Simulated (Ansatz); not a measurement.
# Sc3V: the cost of one run

Computed with Ansatz 0.2.0 (DFT PBE, scalar-relativistic, plane waves, PAW, unless a step's input says otherwise).

### Step 1. Starting point

It takes space group Pm-3m (No. 221, cubic). The conventional cell has a = 4.391 Å, b = 4.391 Å, c = 4.391 Å, α = 90.00°, β = 90.00°, γ = 90.00°. Around Sc (site symmetry 4/mmm) lie 8 Sc at 3.10 Å and 4 V at 3.10 Å. V (site symmetry m-3m) is surrounded by 12 Sc at 3.10 Å.

Structure file:

```xyz
4
Lattice="4.3907 0.0000 0.0000 0.0000 4.3907 0.0000 0.0000 0.0000 4.3907" Properties=species:S:1:pos:R:3 pbc="T T T"
Sc    0.0000    2.1954    2.1954
Sc    2.1954    0.0000    2.1954
Sc    2.1954    2.1954    0.0000
V     0.0000    0.0000    0.0000
```

(A quick probe on a coarse mesh, which set the mesh and smearing, is not shown.)

### Step 3. The relaxation

File input.yaml:

```yaml
crystal:
  lattice:
    - [4.3907400835, 0.0, 0.0]
    - [0.0, 4.3907400835, 0.0]
    - [0.0, 0.0, 4.3907400835]
  atoms:
    - { symbol: Sc, position: [0.0, 0.5, 0.5] }
    - { symbol: Sc, position: [0.5, 0.0, 0.5] }
    - { symbol: Sc, position: [0.5, 0.5, 0.0] }
    - { symbol: V, position: [0.0, 0.0, 0.0], spin: 1.9 }
basis:
  ecutwfc: 420
kpoints:
  mp_grid: { grid: [10, 10, 10] }
hamiltonian:
  xc: pbe
scf:
  occupations: { method: gaussian, width: 0.1 }
output:
  forces: true
  stress: true
  eigenvalues: true
  populations: true
magnetization:
  spin_polarized: true
relax:
  adjacent_minimum: "off"
  f_tol: 0.01
  max_steps: 80
  cell: { stress_tol: 0.05 }
```

Started as:

```sh
$ ansatz run input.yaml --threads 1 --pin off --max-ram 2560MiB --backend cpu --events-out ev --progress --plain --runs-dir out
```

Q: Estimate wall time and peak memory on 1 thread of Arm Neoverse V1, shared host.

About 94 s, with a peak of 0.51 GiB.
